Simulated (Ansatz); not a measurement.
**C₂H₇NSi: up Jacob's ladder to CCSD(T)**

How much do the methods differ for C₂H₇NSi? The plan is to run it at one geometry with functionals of several rungs and with coupled cluster, and see how far each lands from CCSD(T) at the basis-set limit for the atomisation energy.

Computed with Ansatz 0.2.0, Gaussian basis. Level: functionals in def2-TZVPP, the program's frozen cores in correlated methods.

The runs, in order: LDA (SPW92), PBE-D4, revPBE-D4, BLYP-D4, r2SCAN-D4, B97M-V, PBE0-D4, B3LYP-D4, r2SCANh-D4, r2SCAN0-D4, HSE06-D4, BHLYP-D4, CAM-B3LYP-D4, LC-ωPBE, ωB97X-V, ωB97M-V, B2PLYP, PBE-QIDH; CCSD(T)/def2-SVP; CCSD(T)/def2-TZVPP; MP2/def2-QZVPP; extrapolation to the limit; RPA on PBE.

## (1) Structure used throughout

An earlier PBE0-D4 in a triple-zeta def2 set relaxation fixed the geometry.

SMILES `C[SiH]1CN1`, 11 atoms, charge 0, spin multiplicity 1.

Atoms are counted from 1 here; the program's logs count them from 0.

Bond lengths: C1–Si2 1.860 Å, C1–H5 1.093 Å, C1–H6 1.092 Å, C1–H7 1.093 Å, Si2–C3 1.828 Å, Si2–N4 1.721 Å, Si2–H8 1.481 Å, C3–N4 1.499 Å, C3–H9 1.091 Å, C3–H10 1.087 Å, N4–H11 1.009 Å. Angles: Si2–C1–H5 111.0°, Si2–C1–H6 110.6°, Si2–C1–H7 110.7°, H5–C1–H6 108.4°, H5–C1–H7 107.7°, H6–C1–H7 108.3°, C1–Si2–C3 120.1°, C1–Si2–N4 122.2°, C1–Si2–H8 112.8°, C3–Si2–N4 49.9°, C3–Si2–H8 122.6°, N4–Si2–H8 115.2°, Si2–C3–N4 61.3°, Si2–C3–H9 117.2°, Si2–C3–H10 124.8°, N4–C3–H9 116.8°, N4–C3–H10 114.1°, H9–C3–H10 112.6° and more.

## (2) LDA

This LDA is Slater exchange with PW92 correlation.

Contents of in.yaml:

```yaml
crystal:
  periodic: [false, false, false]
  atoms:
    - {symbol: C, position_ang: [-1.036107, 1.301856, 0.023313]}
    - {symbol: Si, position_ang: [0.162001, 0.063827, -0.677748]}
    - {symbol: C, position_ang: [1.268491, -0.872368, 0.436584]}
    - {symbol: N, position_ang: [0.134896, -1.596138, -0.226086]}
    - {symbol: H, position_ang: [-1.988438, 1.272064, -0.512196]}
    - {symbol: H, position_ang: [-1.226722, 1.096969, 1.078725]}
    - {symbol: H, position_ang: [-0.638000, 2.316287, -0.063775]}
    - {symbol: H, position_ang: [0.496059, 0.326955, -2.096489]}
    - {symbol: H, position_ang: [1.173228, -0.684381, 1.506536]}
    - {symbol: H, position_ang: [2.252699, -1.244971, 0.163520]}
    - {symbol: H, position_ang: [-0.532707, -2.037098, 0.388116]}
basis:
  gaussian: {orbitals: def2-TZVPP}
hamiltonian: {xc: lda}
output: {orbitals: {seedname: orbitals}}
```

Run with:

```
> ansatz run in.yaml --threads 2 --pin off --events-out ev --progress --plain --max-ram 4352MiB
```

After this run come: PBE-D4 (GGA); revPBE-D4 (GGA); BLYP-D4 (GGA); r2SCAN-D4 (meta-GGA); B97M-V (meta-GGA); PBE0-D4 (hybrid); B3LYP-D4 (hybrid); r2SCANh-D4 (hybrid); r2SCAN0-D4 (hybrid); HSE06-D4 (hybrid); BHLYP-D4 (hybrid); CAM-B3LYP-D4 (range-separated); LC-ωPBE (range-separated); ωB97X-V (range-separated); ωB97M-V (range-separated); B2PLYP (double hybrid); PBE-QIDH (double hybrid); CCSD(T) in def2-SVP; CCSD(T) in def2-TZVPP; MP2 in def2-QZVPP; RPA on PBE orbitals.

Before running them: what should the planned runs give, taken together? Wanted: atomisation energy, CCSD(T)/CBS; farthest beyond LDA; mean size of error, GGA; mean size of error, meta-GGA; mean size of error, hybrid; mean size of error, range-separated; mean size of error, double hybrid; gap, smallest and largest; T1 diagnostic.

The runs gave:

```
                               quantity                                                                                    value
        atomisation energy, CCSD(T)/CBS                                                                           950.1 kcal/mol
functionals within 4.8 kcal/mol (0.5 %)  revPBE-D4, BLYP-D4, r2SCAN-D4, B97M-V, PBE0-D4, B3LYP-D4, r2SCANh-D4, HSE06-D4, LC-ωPBE
                    farthest beyond LDA                                                                BHLYP-D4 (-22.9 kcal/mol)
                mean size of error, GGA                                                                             7.4 kcal/mol
           mean size of error, meta-GGA                                                                             2.6 kcal/mol
             mean size of error, hybrid                                                                             7.7 kcal/mol
    mean size of error, range-separated                                                                             4.2 kcal/mol
      mean size of error, double hybrid                                                                             7.4 kcal/mol
              gap, smallest and largest                                                4.84 eV (LDA (SPW92)), 11.88 eV (LC-ωPBE)
                          T1 diagnostic                                                                                   0.0112
triples share of the correlation energy                                                                                    4.0 %
```

What this shows: The LDA atomisation energy is off by 132.0 kcal/mol (14 %): it overbinds. PBE-D4 misses by +17.6 kcal/mol. Double hybrids carry the basis error of their MP2 part in triple zeta, and no dispersion term here, so their miss is partly the set-up's. The rungs meta-GGA, range-separated miss on average by less than the doubt on the reference (4.8 kcal/mol), so they tie. The reference freezes the cores and leaves out relativity and excitations past (T), so misses under about 4.8 kcal/mol can't be ranked. Hartree-Fock recovers 72 % of the binding; the rest is correlation. CCSD(T) in def2-SVP is off by -60.3 kcal/mol, which most functionals beat. The gap grows from 4.8 to 11.9 eV across the functionals, mostly with the share of exact exchange.
